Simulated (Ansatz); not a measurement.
**C2H8AlFSi: one species, many methods**

The task here is to estimate one member of a computed series from the others.

Program: Ansatz 0.2.0, Gaussian basis. Level of theory: functionals in def2-TZVPP, the program's frozen cores in correlated methods. These are calculated values, not measurements.

Levels to be run: LDA (SPW92), PBE-D4, revPBE-D4, BLYP-D4, r2SCAN-D4, B97M-V, PBE0-D4, B3LYP-D4, r2SCANh-D4, r2SCAN0-D4, HSE06-D4, BHLYP-D4, CAM-B3LYP-D4, LC-ωPBE, ωB97X-V, ωB97M-V, B2PLYP, PBE-QIDH; CCSD(T)/def2-SVP; CCSD(T)/def2-TZVPP; MP2/def2-QZVPP; extrapolation to the limit; RPA on PBE.

## The geometry

The geometry comes from an earlier relaxation with PBE0-D4 in a triple-zeta def2 set; it is a stationary point, not always the lowest conformer.

SMILES `C[SiH2][CH2][AlH][F]`, 13 atoms, charge 0, spin multiplicity 1.

Atoms are counted from 1 here; the program's logs count them from 0.

Bond lengths: C1–Si2 1.873 Å, C1–H6 1.094 Å, C1–H7 1.092 Å, C1–H8 1.093 Å, Si2–C3 1.871 Å, Si2–H9 1.492 Å, Si2–H10 1.491 Å, C3–Al4 1.932 Å, C3–H11 1.097 Å, C3–H12 1.096 Å, Al4–F5 1.653 Å, Al4–H13 1.579 Å. Angles: Si2–C1–H6 111.7°, Si2–C1–H7 110.8°, Si2–C1–H8 110.8°, H6–C1–H7 107.7°, H6–C1–H8 107.7°, H7–C1–H8 107.9°, C1–Si2–C3 111.0°, C1–Si2–H9 109.2°, C1–Si2–H10 109.2°, C3–Si2–H9 109.1°, C3–Si2–H10 110.9°, H9–Si2–H10 107.3°, Si2–C3–Al4 114.6°, Si2–C3–H11 107.6°, Si2–C3–H12 108.6°, Al4–C3–H11 109.1°, Al4–C3–H12 108.8°, H11–C3–H12 107.9° and more.

Geometry (Å):

```xyz
13
charge 0, multiplicity 1
C    -1.8229   -0.4565    0.0063
Si   -0.0923   -1.1506   -0.1676
C     1.1721    0.0022    0.5902
Al    1.2848    1.7385   -0.2502
F     2.4796    1.9962   -1.3629
H    -1.9247    0.5078   -0.4993
H    -2.5595   -1.1380   -0.4254
H    -2.0783   -0.3091    1.0589
H     0.2201   -1.3339   -1.6153
H    -0.0361   -2.4963    0.4714
H     0.9113    0.1321    1.6479
H     2.1554   -0.4787    0.5422
H     0.3109    2.9516    0.0187
```

Set-up of the first run:

in.yaml

```yaml
crystal:
  periodic: [false, false, false]
  atoms:
    - {symbol: C, position_ang: [-1.822874, -0.456526, 0.006345]}
    - {symbol: Si, position_ang: [-0.092258, -1.150591, -0.167639]}
    - {symbol: C, position_ang: [1.172067, 0.002156, 0.590174]}
    - {symbol: Al, position_ang: [1.284757, 1.738476, -0.250213]}
    - {symbol: F, position_ang: [2.479624, 1.996187, -1.362909]}
    - {symbol: H, position_ang: [-1.924718, 0.507763, -0.499264]}
    - {symbol: H, position_ang: [-2.559459, -1.137975, -0.425366]}
    - {symbol: H, position_ang: [-2.078314, -0.309068, 1.058851]}
    - {symbol: H, position_ang: [0.220051, -1.333859, -1.615327]}
    - {symbol: H, position_ang: [-0.036134, -2.496322, 0.471439]}
    - {symbol: H, position_ang: [0.911335, 0.132097, 1.647922]}
    - {symbol: H, position_ang: [2.155429, -0.478731, 0.542184]}
    - {symbol: H, position_ang: [0.310896, 2.951596, 0.018702]}
basis:
  gaussian: {orbitals: def2-TZVPP}
hamiltonian: {xc: lda}
output: {orbitals: {seedname: orbitals}}
```

Command:

```
ansatz run in.yaml --threads 4 --pin off --events-out ev --progress --plain --max-ram 10444MiB
```

Among the steps run: LDA; PBE-D4 (GGA); revPBE-D4 (GGA); BLYP-D4 (GGA); r2SCAN-D4 (meta-GGA); B97M-V (meta-GGA); B3LYP-D4 (hybrid); r2SCANh-D4 (hybrid); r2SCAN0-D4 (hybrid); HSE06-D4 (hybrid); BHLYP-D4 (hybrid); CAM-B3LYP-D4 (range-separated); LC-ωPBE (range-separated); ωB97X-V (range-separated); ωB97M-V (range-separated); B2PLYP (double hybrid); PBE-QIDH (double hybrid).

One of the session's tables, all rows but one given; the rest of the session is left out.

It belongs to the step «Orbital energies across the functionals». 

```
  functional  HOMO (eV)  gap (eV)
 LDA (SPW92)      -6.95      4.93
      PBE-D4      -6.87      5.11
   revPBE-D4      -6.83      5.21
     BLYP-D4      -6.76      5.11
   r2SCAN-D4      -7.15      5.73
      B97M-V      -7.27      5.60
     PBE0-D4      -8.13      7.14
    B3LYP-D4      -7.93      6.72
  r2SCANh-D4      -7.62      6.45
  r2SCAN0-D4      -8.31      7.52
    HSE06-D4      -7.73      6.38
    BHLYP-D4      -9.31      9.06
CAM-B3LYP-D4      -9.48      9.40
     LC-ωPBE     -10.83     11.88
     ωB97X-V     -10.48     11.38
     ωB97M-V          ?         ?
```

**Question.** Estimate the row for ωB97M-V.

The run gave: HOMO (eV): -10.30; gap (eV): 10.89. In the column «HOMO (eV)» it lies between ωB97X-V (-10.48) and CAM-B3LYP-D4 (-9.48).
